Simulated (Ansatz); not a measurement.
# Zn: gaps at several levels of theory

Aim: the band edges of Zn at several levels of theory, all at one geometry, and what each level costs.

This is Zn in the fcc structure; at room conditions it is hcp.

Program: Ansatz 0.2.0. Level of theory: DFT PBEsol, scalar-relativistic, plane waves, PAW. These are calculated values, not measurements.

That is the level of the relaxation; later steps name their own.

## (1) The structure to begin with

The structure is cubic, space group Fm-3m (No. 225). The conventional cell has a = 3.930 Å, b = 3.930 Å, c = 3.930 Å, α = 90.00°, β = 90.00°, γ = 90.00°. Zn (site symmetry m-3m) is surrounded by 12 Zn at 2.78 Å.

Structure file:

```cif
data_structure
_symmetry_space_group_name_H-M 'Fm-3m'
_symmetry_Int_Tables_number 225
_cell_length_a 3.9296
_cell_length_b 3.9296
_cell_length_c 3.9296
_cell_angle_alpha 90.000
_cell_angle_beta 90.000
_cell_angle_gamma 90.000
_cell_volume 60.68
loop_
_atom_site_label
_atom_site_type_symbol
_atom_site_symmetry_multiplicity
_atom_site_Wyckoff_symbol
_atom_site_fract_x
_atom_site_fract_y
_atom_site_fract_z
_atom_site_occupancy
Zn1 Zn 4 a 0.00000 0.00000 0.00000 1
```

(A quick probe on a coarse mesh, which set the mesh and smearing, is not shown.)

## (3) Full relaxation

input.yaml

```yaml
crystal:
  lattice:
    - [0.0, 1.964776, 1.964776]
    - [1.964776, 0.0, 1.964776]
    - [1.964776, 1.964776, 0.0]
  atoms:
    - { symbol: Zn, position: [0.0, 0.0, 0.0] }
basis:
  ecutwfc: 420
kpoints:
  mp_grid: { grid: [18, 18, 18] }
hamiltonian:
  xc: pbesol
scf:
  occupations: { method: gaussian, width: 0.1 }
output:
  forces: true
  stress: true
  eigenvalues: true
relax:
  adjacent_minimum: "off"
  f_tol: 0.005
  max_steps: 80
  cell: { stress_tol: 0.05 }
```

Launch:

```
$ ansatz run input.yaml --threads 1 --pin off --max-ram 2560MiB --backend cpu --events-out ev --progress --plain --runs-dir out
```

The session goes on with these runs: the run at PBEsol; levels with r2SCAN.

Before running it: what results should come out? Wanted: relaxed cell; volume; gap, PBEsol; gap, r2SCAN.

The runs gave:

```
                   quantity                                                                      value
relaxed cell (conventional)  a = 3.838 Å, b = 3.838 Å, c = 3.838 Å, α = 90.00°, β = 90.00°, γ = 90.00°
       space group (0.01 Å)                                                            Fm-3m (No. 225)
                     volume                                                              14.14 Å³/atom
                gap, PBEsol                                                                    0.00 eV
                gap, r2SCAN                                                                    0.00 eV
```

In words: The relaxed volume is 6.8 % smaller than at the start. No level opens a gap.
